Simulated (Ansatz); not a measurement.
H4OSeSi, SMILES O[SiH2][SeH], the energy of protonation at one site

Program: the Ansatz DFT code, driven from Python.

The cells in order, each with its output:

```python
import ansatz as az
import numpy as np
```

```python
geometry_ang = [
    ("O", (-1.1821, -0.745, -0.4884)),
    ("Si", (-0.0946, 0.4315, 0.0979)),
    ("Se", (1.4332, -0.649, 1.3493)),
    ("H", (-1.7887, -0.1477, -1.0399)),
    ("H", (0.5778, 1.096, -1.0463)),
    ("H", (-0.7816, 1.4515, 0.924)),
    ("H", (1.8973, -1.5054, 0.1579)),
]
h4osesi = az.Crystal.molecule()
for symbol, xyz in geometry_ang:
    h4osesi = h4osesi.atom(symbol, xyz)

calc = (
    h4osesi.calculation()
    .basis(gaussian="def2-SVP")  # the orbital basis, by name
    .functional("PBE0")
)
symbols = [site.symbol for site in h4osesi.cartesian_sites]
start = np.array([site.position_ang for site in h4osesi.cartesian_sites], dtype=float)
data = calc.relax(force_tolerance=0.01).run(threads=1).report
end = np.array(data["positions_ang"])
```

```python
# start the new hydrogen opposite the existing bonds
away = sum((end[0] - end[j]) / np.linalg.norm(end[0] - end[j]) for j in [1, 3]) + np.array([0.15, 0.1, -0.2])
proton = end[0] + 1.0 * away / np.linalg.norm(away)
acid = az.Crystal.molecule()
for symbol, place in zip(symbols, end):
    acid = acid.atom(symbol, place.tolist())
acid = acid.atom("H", proton.tolist())
protonated = (
    acid.calculation()
    .basis(gaussian="def2-SVP")
    .functional("PBE0")
    .charge(1)
    .relax(force_tolerance=0.01, max_steps=80)  # relax until the tolerances are met
)
after = protonated.run(threads=1).report
xyz = np.array(after["positions_ang"])
reach = np.linalg.norm(xyz[:-1] - xyz[-1], axis=1)
print(f"base {data['free_energy_ev']:.5f} eV, protonated {after['free_energy_ev']:.5f} eV")
print(f"the proton ends {reach.min():.3f} A from {symbols[reach.argmin()]}{reach.argmin()}")
print(f"electronic proton affinity {23.060548 * (data['free_energy_ev'] - after['free_energy_ev']):.1f} kcal/mol")
```

    base -75315.72197 eV, protonated -75324.11035 eV
    the proton ends 0.975 A from O0
    electronic proton affinity 193.4 kcal/mol

Notes:
- Total energies depend on the basis set; only differences at equal settings carry meaning.
- The proton is put on one chosen atom, which needn't be the most basic site, so the molecule's proton affinity can be higher; the ends are stationary points, not checked by frequencies, and zero-point and thermal terms count only where printed.
- The whole script took 3.2 min on 1 thread of Arm Neoverse V1 (shared host), peak memory 0.25 GiB.

(A comment or docstring line of the script was reworded after the run, the code is as it ran.)
